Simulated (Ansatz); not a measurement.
**InP (F-43m): how far a G0W0 gap depends on its settings**

How well converged is a G0W0 gap of InP built on the zincblende prototype?

The runs shown are made with Ansatz 0.2.0. G0W0, plane waves. No spin polarisation and no zero-point or thermal motion.

1 further run of the same task is left out (it didn't finish).

## (1) The structure to begin with

The cell was relaxed beforehand with r2SCAN.

The symmetry is F-43m (No. 216, cubic); a = 5.908 Å in the conventional setting, 25.77 Å³ an atom. Around In lie 4 P at 2.56 Å; around P lie 4 In at 2.56 Å.

As a file:

```
CELL_PARAMETERS angstrom
0.00000 2.95379 2.95379
2.95379 0.00000 2.95379
2.95379 2.95379 0.00000
ATOMIC_POSITIONS crystal
In 0.00000 0.00000 0.00000
P 0.25000 0.25000 0.25000
```

## (2) From LDA, 90 empty bands, 110 eV

input.yaml reads:

```yaml
crystal:
  lattice:
    - [0.0, 2.953787637, 2.953787637]
    - [2.953787637, 0.0, 2.953787637]
    - [2.953787637, 2.953787637, 0.0]
  atoms:
    - { symbol: In, position: [0.0, 0.0, 0.0] }
    - { symbol: P, position: [0.25, 0.25, 0.25] }
kpoints:
  mp_grid: { grid: [4, 4, 4] }
hamiltonian:
  xc: lda
scf:
  occupations: { method: fixed }
gw:
  n_empty_bands: 90
  ecut_chi: 110
  qp_bands: [v1, c1]
  qp_kpoints: band_edges
  screening: { model: godby_needs }
```

Run with:

```bash
$ ansatz run input.yaml --threads 4 --pin off --max-ram 3686MiB --backend cpu --events-out ev --progress --plain --runs-dir out
```

## (3) From PBE, 90 empty bands, 60 eV

Edit input.yaml of step 2 so:

```diff
@@ -11,3 +11,3 @@
 hamiltonian:
-  xc: lda
+  xc: pbe
 scf:
@@ -16,5 +16,5 @@
   n_empty_bands: 90
-  ecut_chi: 110
+  ecut_chi: 60
   qp_bands: [v1, c1]
   qp_kpoints: band_edges
-  screening: { model: godby_needs }
+  screening: { model: contour_deformation }
```

## (4) From PBE, 30 empty bands, 10 eV

Edit input.yaml of step 3 so:

```diff
@@ -15,4 +15,4 @@
 gw:
-  n_empty_bands: 90
-  ecut_chi: 60
+  n_empty_bands: 30
+  ecut_chi: 10
   qp_bands: [v1, c1]
```

## (5) From LDA, 60 empty bands, 80 eV

Edit input.yaml of step 4 so:

```diff
@@ -11,3 +11,3 @@
 hamiltonian:
-  xc: pbe
+  xc: lda
 scf:
@@ -15,4 +15,4 @@
 gw:
-  n_empty_bands: 30
-  ecut_chi: 10
+  n_empty_bands: 60
+  ecut_chi: 80
   qp_bands: [v1, c1]
```

What does the calculation give? Wanted: for each run, start; potentials; frequencies; empty bands; cutoff; Kohn-Sham gap; G0W0 gap.

**Answer**, as computed:

| start | potentials | frequencies | empty bands | cutoff (eV) | mesh | Kohn-Sham gap (eV) | G0W0 gap (eV) |
| --- | --- | --- | --- | --- | --- | --- | --- |
| LDA | PAW | pole | 90 | 110 | 4×4×4 | 0.33 | 1.02 |
| PBE | PAW | full | 90 | 60 | 4×4×4 | 0.57 | 1.03 |
| LDA | PAW | full | 60 | 80 | 4×4×4 | 0.33 | 0.94 |

Gaps are those on each run's own mesh. Runs that failed or were set aside have no row.

What this shows: Over the runs in the table the G0W0 gap on the mesh spans 0.94 to 1.03 eV, and the shift from the starting levels +0.46 to +0.68 eV; where more than one setting differs between two runs, no single one explains their difference. The G0W0 figures hold for the stated bands, cutoff and mesh and aren't extrapolated. Spin-orbit coupling is left out.
